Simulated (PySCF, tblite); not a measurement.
# C₃H₁₁AsBN: a rotation path, then NMR shifts on frames, part 1 of 2

Aim: move C₃H₁₁AsBN (`CCN(C)B[AsH2]`) away from its starting geometry and see how NMR shifts follow the geometry.

Programs: tblite 0.8.0 and PySCF 2.14.0, with density-fitted response routines of our own. Each step states its level of theory. These are calculated values for one molecule in the gas phase, unless marked as measured. Atoms are numbered from 0 throughout.

**1. The molecule as given**

17 atoms, charge 0, multiplicity 1; geometry from: GFN2-xTB.

Bonds of the start (Å): C0–C1 1.53, C1–N2 1.45, N2–C3 1.45, N2–B4 1.38, B4–As5 2.02, C0–H6 1.09, C0–H7 1.09, C0–H8 1.09, C1–H9 1.10, C1–H10 1.10, C3–H11 1.09, C3–H12 1.09, C3–H13 1.09, B4–H14 1.18, As5–H15 1.51, As5–H16 1.50.

**2. The rotation path with GFN2-xTB**

The job: settings as JSON, then the geometry in Å.

```
{"job": {"kind": "neb", "xc": "GFN2-xTB", "basis": "xTB", "atoms": [0, 1, 2, 4], "turn": 120}, "charge": 0, "multiplicity": 1}
C     -1.680049     0.798958    -0.641418
C     -0.910027     0.181965     0.524272
N      0.257164    -0.556522     0.075740
C     -0.031671    -1.951883    -0.179410
B      1.489764     0.022937    -0.155911
As     1.853859     1.995748     0.114327
H     -1.036138     1.493248    -1.181309
H     -2.547691     1.340326    -0.273599
H     -2.018623     0.030790    -1.333251
H     -0.586224     0.983262     1.198199
H     -1.566891    -0.489416     1.087522
H      0.857067    -2.452132    -0.554721
H     -0.828620    -2.054370    -0.921532
H     -0.353417    -2.452544     0.739637
H      2.334667    -0.672770    -0.593352
H      1.471317     2.004475     1.574696
H      3.288516     1.789958     0.510199
```

With the program's defaults for keys left out, this is: GFN2-xTB climbing-image nudged elastic band, gas phase.

Run with:

```
> OMP_NUM_THREADS=1 python probes_run.py task.json out
```

One launch serves the whole session: the jobs run in the order shown.

Output:

```text
image   E - E0 / eV
  0       0.0000
  1       0.0247
  2       0.0638
  3       0.1256
  4       0.1796
  5       0.1590
  6       0.0869
  7       0.0347
  8       0.0098
```

Run time: 3.2 s. Hardware: 1 thread of Arm Neoverse V1, shared host; peak memory 0.19 GiB.

The final band, with the dihedral C0–C1–N2–B4:

```
image  dihedral (°)  energy (eV)  energy (kcal/mol)
    0            86        0.000                0.0
    1           108        0.025                0.6
    2           132        0.064                1.5
    3           156        0.126                2.9
    4           177        0.180                4.1
    5           197        0.159                3.7
    6           220        0.087                2.0
    7           243        0.035                0.8
    8           265        0.010                0.2
```

**3. Shielding tensors: image 0, PBE0/pcSseg-1**

The job: settings as JSON, then the geometry in Å.

```
{"job": {"kind": "nmr", "xc": "PBE0", "basis": "pcSseg-1", "pop": false}, "charge": 0, "multiplicity": 1}
C     -1.680000     0.799000    -0.641400
C     -0.910000     0.182000     0.524300
N      0.257200    -0.556500     0.075700
C     -0.031700    -1.951900    -0.179400
B      1.489800     0.022900    -0.155900
As     1.853900     1.995700     0.114300
H     -1.036100     1.493200    -1.181300
H     -2.547700     1.340300    -0.273600
H     -2.018600     0.030800    -1.333300
H     -0.586200     0.983300     1.198200
H     -1.566900    -0.489400     1.087500
H      0.857100    -2.452100    -0.554700
H     -0.828600    -2.054400    -0.921500
H     -0.353400    -2.452500     0.739600
H      2.334700    -0.672800    -0.593400
H      1.471300     2.004500     1.574700
H      3.288500     1.790000     0.510200
```

Level: GIAO PBE0/pcSseg-1 NMR shielding, non-relativistic, gas phase.

Output:

```text
coarse grid: 60368 points
cycle   1  E = -2435.6175051107  dE = -3.889e-01  |g| = 7.294e-01  |ddm| = 3.521e+00
cycle   2  E = -2435.6228620359  dE = -5.357e-03  |g| = 5.384e-01  |ddm| = 6.803e-01
cycle   3  E = -2435.6570088039  dE = -3.415e-02  |g| = 1.143e-01  |ddm| = 4.506e-01
cycle   4  E = -2435.6594460656  dE = -2.437e-03  |g| = 4.397e-02  |ddm| = 1.386e-01
cycle   5  E = -2435.6598550897  dE = -4.090e-04  |g| = 9.269e-03  |ddm| = 3.522e-02
cycle   6  E = -2435.6598755269  dE = -2.044e-05  |g| = 1.155e-03  |ddm| = 9.826e-03
cycle   7  E = -2435.6598759042  dE = -3.773e-07  |g| = 5.180e-04  |ddm| = 1.739e-03
final grid: 127992 points
cycle   8  E = -2435.6599124688  dE = -9.519e-09  |g| = 6.348e-04  |ddm| = 1.927e-03
cycle   9  E = -2435.6599123945  dE =  7.432e-08  |g| = 8.297e-04  |ddm| = 1.274e-03
cycle  10  E = -2435.6599125794  dE = -1.849e-07  |g| = 9.683e-05  |ddm| = 7.013e-04
cycle  11  E = -2435.6599125814  dE = -1.998e-09  |g| = 9.543e-06  |ddm| = 7.310e-05
cycle  12  E = -2435.6599125814  dE = -3.092e-11  |g| = 3.185e-06  |ddm| = 1.464e-05
converged SCF energy = -2435.6599125814

GIAO shielding tensors (ppm)
atom      isotropic    diamagn.    paramagn.     s11        s22        s33       span
  0 C      169.865     248.222     -78.357    147.564    176.873    185.158     37.594
  1 C      135.133     247.435    -112.302    114.108    123.738    167.553     53.445
  2 N      107.521     324.949    -217.429    -34.038    143.919    212.681    246.719
  3 C      138.829     245.166    -106.337    102.098    129.874    184.515     82.416
  4 B       53.702     196.213    -142.511      6.836     48.823    105.447     98.610
  5 As    1900.617    2878.461    -977.844   1778.863   1921.321   2001.665    222.802
  6 H       30.335      30.837      -0.502     24.792     31.300     34.914     10.123
  7 H       30.811      29.147       1.664     26.904     27.270     38.258     11.354
  8 H       30.254      30.459      -0.204     25.727     29.241     35.795     10.068
  9 H       28.034      32.913      -4.879     23.731     29.347     31.025      7.294
 10 H       28.996      31.799      -2.803     24.929     28.329     33.728      8.799
 11 H       28.343      29.562      -1.219     24.297     27.312     33.420      9.122
 12 H       28.369      29.925      -1.556     23.882     27.017     34.209     10.327
 13 H       28.708      29.224      -0.517     24.797     26.213     35.112     10.316
 14 H       25.744      31.890      -6.146     23.162     24.372     29.698      6.536
 15 H       29.395      30.641      -1.246     21.670     26.046     40.469     18.800
 16 H       29.541      29.720      -0.179     22.139     23.959     42.526     20.387
```

Run time: 26 s. Hardware: 1 thread of Arm Neoverse V1, shared host; peak memory 0.77 GiB.

The references, computed at this level on geometries of the same kind, shield at (ppm): 1H TMS 31.72, 13C TMS 186.9, 15N NH3 267.7, 11B BF3·OEt2 100.1, 75As AsH3 1989. Their shielding less the atom's gives the shift. The references are single molecules in the gas phase, so shifts against H2O, NH3, PH3, H3PO4 or CFCl3 are not on the usual liquid scales and can be off by tens of ppm. Shifts against hydride references such as AlH4− lie on their own scale. Each atom is listed at this fixed geometry, with no averaging over motion; a spectrum would average atoms that exchange fast.

```
atoms                              environment  σ (ppm)  δ (ppm)
   C1                      sp3 CH2 bonded to N    135.1     51.8
   C3                methyl carbon bonded to N    138.8     48.1
   C0                            methyl carbon    169.9     17.1
  H14      hydrogen on a boron bonded to As, N    25.74     5.97
   H9       hydrogen on an sp3 CH2 bonded to N    28.03     3.68
  H11  hydrogen on a methyl carbon bonded to N    28.34     3.37
  H12  hydrogen on a methyl carbon bonded to N    28.37     3.35
  H13  hydrogen on a methyl carbon bonded to N    28.71     3.01
  H10       hydrogen on an sp3 CH2 bonded to N    29.00     2.72
  H15       hydrogen on an arsenic bonded to B    29.39     2.32
  H16       hydrogen on an arsenic bonded to B    29.54     2.18
   H8              hydrogen on a methyl carbon    30.25     1.46
   H6              hydrogen on a methyl carbon    30.34     1.38
   H7              hydrogen on a methyl carbon    30.81     0.91
   N2                nitrogen bonded to 2 C, B    107.5    160.2
   B4                 boron bonded to As, N, H     53.7     46.4
  As5                 arsenic bonded to B, 2 H     1901       88
```

**4. NMR shieldings: image 2, PBE0/pcSseg-1**

The job: settings as JSON, then the geometry in Å.

```
{"job": {"kind": "nmr", "xc": "PBE0", "basis": "pcSseg-1", "pop": false}, "charge": 0, "multiplicity": 1}
C     -1.993400     0.434100    -0.586500
C     -0.805000     0.431200     0.373000
N      0.322200    -0.370500    -0.070500
C     -0.049300    -1.728900    -0.413700
B      1.633200     0.065300    -0.069200
As     2.201300     1.939300     0.455800
H     -1.674100     0.705800    -1.590700
H     -2.723300     1.162600    -0.245600
H     -2.481600    -0.536600    -0.621300
H     -0.457900     1.462100     0.496600
H     -1.144600     0.067800     1.354100
H      0.844100    -2.308500    -0.629100
H     -0.691900    -1.751800    -1.297000
H     -0.584700    -2.200100     0.416700
H      2.446900    -0.703600    -0.436900
H      1.625500     1.854700     1.848100
H      3.525400     1.489300     1.006300
```

Level: GIAO PBE0/pcSseg-1 NMR shielding, non-relativistic, gas phase.

Output:

```text
coarse grid: 60368 points
cycle   1  E = -2435.6173685796  dE = -3.920e-01  |g| = 7.272e-01  |ddm| = 3.516e+00
cycle   2  E = -2435.6243404872  dE = -6.972e-03  |g| = 5.297e-01  |ddm| = 6.684e-01
cycle   3  E = -2435.6564173930  dE = -3.208e-02  |g| = 1.113e-01  |ddm| = 4.337e-01
cycle   4  E = -2435.6586403286  dE = -2.223e-03  |g| = 4.308e-02  |ddm| = 1.356e-01
cycle   5  E = -2435.6590381274  dE = -3.978e-04  |g| = 9.015e-03  |ddm| = 3.429e-02
cycle   6  E = -2435.6590575774  dE = -1.945e-05  |g| = 1.014e-03  |ddm| = 9.877e-03
cycle   7  E = -2435.6590579040  dE = -3.265e-07  |g| = 4.763e-04  |ddm| = 1.898e-03
final grid: 127992 points
cycle   8  E = -2435.6591172987  dE = -3.377e-08  |g| = 5.983e-04  |ddm| = 1.985e-03
cycle   9  E = -2435.6591172440  dE =  5.475e-08  |g| = 7.674e-04  |ddm| = 1.262e-03
cycle  10  E = -2435.6591173960  dE = -1.521e-07  |g| = 8.539e-05  |ddm| = 6.808e-04
cycle  11  E = -2435.6591173977  dE = -1.681e-09  |g| = 1.472e-05  |ddm| = 7.577e-05
cycle  12  E = -2435.6591173977  dE = -4.184e-11  |g| = 2.902e-06  |ddm| = 1.434e-05
converged SCF energy = -2435.6591173977

GIAO shielding tensors (ppm)
atom      isotropic    diamagn.    paramagn.     s11        s22        s33       span
  0 C      170.249     248.438     -78.188    155.269    170.373    185.107     29.838
  1 C      134.814     246.922    -112.108    115.825    125.009    163.608     47.782
  2 N      110.452     324.024    -213.572    -34.287    153.886    211.757    246.043
  3 C      141.892     246.053    -104.161    115.440    128.489    181.746     66.306
  4 B       54.032     194.942    -140.910      8.876     50.751    102.468     93.592
  5 As    1908.031    2878.808    -970.777   1779.003   1940.581   2004.510    225.508
  6 H       30.755      30.366       0.389     27.066     28.752     36.448      9.381
  7 H       30.578      28.831       1.748     26.275     27.965     37.496     11.221
  8 H       30.109      30.271      -0.162     25.614     29.292     35.421      9.807
  9 H       28.247      33.028      -4.781     21.202     28.845     34.694     13.493
 10 H       28.578      31.513      -2.935     24.059     28.265     33.411      9.351
 11 H       28.294      29.893      -1.599     24.238     27.558     33.086      8.848
 12 H       28.375      30.299      -1.924     23.699     27.528     33.899     10.199
 13 H       29.019      29.883      -0.864     25.641     26.058     35.359      9.718
 14 H       25.836      31.771      -5.934     23.309     24.263     29.937      6.628
 15 H       29.498      30.762      -1.264     21.667     26.204     40.625     18.958
 16 H       29.584      29.682      -0.097     22.341     23.914     42.498     20.157
```

Wall time 25 s (1 thread of Arm Neoverse V1, shared host); peak memory 0.89 GiB.

This run: δ C1 52.1, C3 45.0, C0 16.7, N2 157.3, H14 5.88, H9 3.47 ppm.

(Continued in part 2 of 2.)
